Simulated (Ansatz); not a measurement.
# Cl8Na8 (2x2x4 NaCl rock-salt block): the cost of one run

The runs use Ansatz 0.2.0, Gaussian basis; the settings change from run to run.

5 further runs of the same task are left out: 5 that didn't finish. Runs told in other sessions of the task aren't counted.

**1. The geometry**

The geometry comes from an earlier relaxation with PBE-D4/def2-SVP; it is a stationary point, not always the lowest conformer.

16 atoms, charge 0, spin multiplicity 1.

Atoms are counted from 1 here; the program's logs count them from 0.

Bond lengths: Na1–Cl2 2.632 Å, Na1–Cl5 2.626 Å, Na1–Cl9 2.626 Å, Cl2–Na3 2.664 Å, Cl2–Na6 2.780 Å, Cl2–Na10 2.780 Å, Na3–Cl4 2.665 Å, Na3–Cl7 2.780 Å, Na3–Cl11 2.780 Å, Cl4–Na8 2.626 Å, Cl4–Na12 2.626 Å, Cl5–Na6 2.665 Å, Cl5–Na13 2.626 Å, Na6–Cl7 2.664 Å, Na6–Cl14 2.780 Å, Cl7–Na8 2.632 Å, Cl7–Na15 2.780 Å, Na8–Cl16 2.626 Å and more. Angles: Cl2–Na1–Cl5 98.3°, Cl2–Na1–Cl9 98.3°, Cl5–Na1–Cl9 99.0°, Na1–Cl2–Na3 165.7°, Na1–Cl2–Na6 82.2°, Na1–Cl2–Na10 82.2°, Na3–Cl2–Na6 87.1°, Na3–Cl2–Na10 87.1°, Na6–Cl2–Na10 82.2°, Cl2–Na3–Cl4 170.6°, Cl2–Na3–Cl7 92.4°, Cl2–Na3–Cl11 92.4°, Cl4–Na3–Cl7 93.8°, Cl4–Na3–Cl11 93.8°, Cl7–Na3–Cl11 97.7°, Na3–Cl4–Na8 84.5°, Na3–Cl4–Na12 84.5°, Na8–Cl4–Na12 80.8° and more.

**2. revPBE/6-31++G****

Input file in.yaml:

```yaml
crystal:
  periodic: [false, false, false]
  atoms:
    - {symbol: Na, position_ang: [-1.207933, -1.201257, -3.892751]}
    - {symbol: Cl, position_ang: [-1.483878, -1.477899, -1.290187]}
    - {symbol: Na, position_ang: [-1.293040, -1.289771, 1.360702]}
    - {symbol: Cl, position_ang: [-1.410534, -1.409038, 4.020594]}
    - {symbol: Cl, position_ang: [-1.412586, 1.413497, -4.018343]}
    - {symbol: Na, position_ang: [-1.291128, 1.294066, -1.358607]}
    - {symbol: Cl, position_ang: [-1.476823, 1.482835, 1.292667]}
    - {symbol: Na, position_ang: [-1.197604, 1.205061, 3.894772]}
    - {symbol: Cl, position_ang: [1.406079, -1.414253, -4.020280]}
    - {symbol: Na, position_ang: [1.288707, -1.294191, -1.360473]}
    - {symbol: Cl, position_ang: [1.478926, -1.482557, 1.290376]}
    - {symbol: Na, position_ang: [1.204144, -1.204563, 3.892898]}
    - {symbol: Na, position_ang: [1.201632, 1.200566, -3.894906]}
    - {symbol: Cl, position_ang: [1.481515, 1.477867, -1.292862]}
    - {symbol: Na, position_ang: [1.295229, 1.290088, 1.358358]}
    - {symbol: Cl, position_ang: [1.417294, 1.409538, 4.018034]}
basis:
  gaussian: {orbitals: "6-31++G**"}
hamiltonian: {xc: {name: revPBE}}
scf: {omitted_lower_state_checks: [starts]}
```

Launch:

```
ansatz run in.yaml --threads 4 --pin off --events-out ev --progress --plain --max-ram 6963MiB
```

Q: Estimate wall time and peak memory on 4 threads of Arm Neoverse V2, shared host.

About 35 s, with a peak of 1.6 GiB.
